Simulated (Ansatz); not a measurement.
## the Hf-Zn system: a small convex hull, step by step

With Ansatz's Python interface.

Run as a notebook:

```python
from collections import Counter

import ansatz as az
from ase import Atoms
import matplotlib.pyplot as plt
import numpy as np
```

```python
def ground_state(name, crystal):
    calc = crystal.calculation()
    calc = calc.functional("lda")
    calc = calc.basis(550).kpoints(spacing=0.33)
    calc = calc.occupations("gaussian", width=0.1)
    calc = calc.relax(force_tolerance=0.02, cell=True)
    return calc.run()
```

```python
def counts(outcome):
    return Counter(site.symbol for site in outcome.lattice.sites)
```

```python
def formation_energy(outcome, mu):
    n = counts(outcome)
    return (outcome.report["energy_sigma0_ev"] - sum(k * mu[element] for element, k in n.items())) / sum(n.values())
```

```python
phases = {}
atoms = Atoms(
    ["Hf", "Hf", "Zn", "Zn", "Zn", "Zn"],
    scaled_positions=[
        (0.0, 0.0, 0.0),
        (0.25, 0.25, 0.25),
        (0.625, 0.625, 0.625),
        (0.125, 0.625, 0.625),
        (0.625, 0.625, 0.125),
        (0.625, 0.125, 0.625),
    ],
    cell=[
        (0.0, 3.66, 3.66),
        (3.66, 0.0, 3.66),
        (3.66, 3.66, 0.0),
    ],
    pbc=True,
)
hfzn2_fd_3m = az.Crystal.from_ase(atoms)
phases["HfZn2 Fd-3m"] = hfzn2_fd_3m
hfzn_pm_3m = (
    az.Lattice.of((3.275105, 0.0, 0.0), (0.0, 3.275105, 0.0), (0.0, 0.0, 3.275105))
    .atom("Hf", (0.5, 0.5, 0.5))
    .atom("Zn", (0.0, 0.0, 0.0))
)
phases["HfZn Pm-3m"] = hfzn_pm_3m
hf = (
    az.Lattice.from_parameters(3.1967, 3.1967, 5.0578, alpha=90.0, beta=90.0, gamma=120.0)
    .atom("Hf", (1 / 3, 2 / 3, 0.25))
    .atom("Hf", (2 / 3, 1 / 3, 0.75))
)
phases["Hf"] = hf
zn = (
    az.Lattice.from_parameters(2.67, 2.67, 4.966, alpha=90.0, beta=90.0, gamma=120.0)
    .atom("Zn", (1 / 3, 2 / 3, 0.25))
    .atom("Zn", (2 / 3, 1 / 3, 0.75))
)
phases["Zn"] = zn
```

```python
done = {name: ground_state(name, crystal) for name, crystal in phases.items()}
```

```python
# energy of one atom in its reference phase
references = {"Hf": "Hf", "Zn": "Zn"}
mu = {element: done[name].report["energy_sigma0_ev"] / len(done[name].lattice.sites) for element, name in references.items()}
points = sorted((counts(o)["Zn"] / len(o.lattice.sites), formation_energy(o, mu), name) for name, o in done.items())

# lower hull by a monotone chain
hull = []
for x, e, _ in points:
    while len(hull) > 1 and (hull[-1][0] - hull[-2][0]) * (e - hull[-2][1]) - (hull[-1][1] - hull[-2][1]) * (x - hull[-2][0]) <= 0:
        hull.pop()
    hull.append((x, e))
rows = [(name, x, e, e - np.interp(x, *zip(*hull))) for x, e, name in points]
print("     phase       x(Zn)  E_form (eV/atom)  above hull (eV/atom)")
for row in rows:
    print(f"{str(row[0]):>10}  {row[1]:10.3f}  {row[2]:16.4f}  {row[3]:20.4f}")
print("on the hull of these phases:", ", ".join(row[0] for row in rows if row[3] < 1e-6))
stable = [row for row in rows if row[3] < 1e-6]
plt.figure(figsize=(4.5, 3.2))
plt.plot([row[1] for row in stable], [row[2] for row in stable], "k-o")
plt.plot([row[1] for row in rows], [row[2] for row in rows], "r.")
plt.xlabel("fraction of Zn")
plt.ylabel("formation energy (eV/atom)")
plt.tight_layout()
plt.savefig("hull.png", dpi=100)
```

         phase       x(Zn)  E_form (eV/atom)  above hull (eV/atom)
            Hf       0.000            0.0000                0.0000
    HfZn Pm-3m       0.500           -0.2406                0.0000
    HfZn2 Fd-3m       0.667           -0.2654                0.0000
            Zn       1.000            0.0000                0.0000
    on the hull of these phases: Hf, HfZn Pm-3m, HfZn2 Fd-3m, Zn

Notes:
- Spin-orbit coupling, which matters for elements this heavy, is left out.
- The cells come from databases of deposited and of computed structures, and not all need be stable phases.
- Differences under about 40 meV an atom lie within the error of mesh and functional, so such verdicts may flip; only the cells listed enter the hull.
- Finished in 100 s on 1 thread of Arm Neoverse N1 (shared host), peak memory 0.53 GiB.
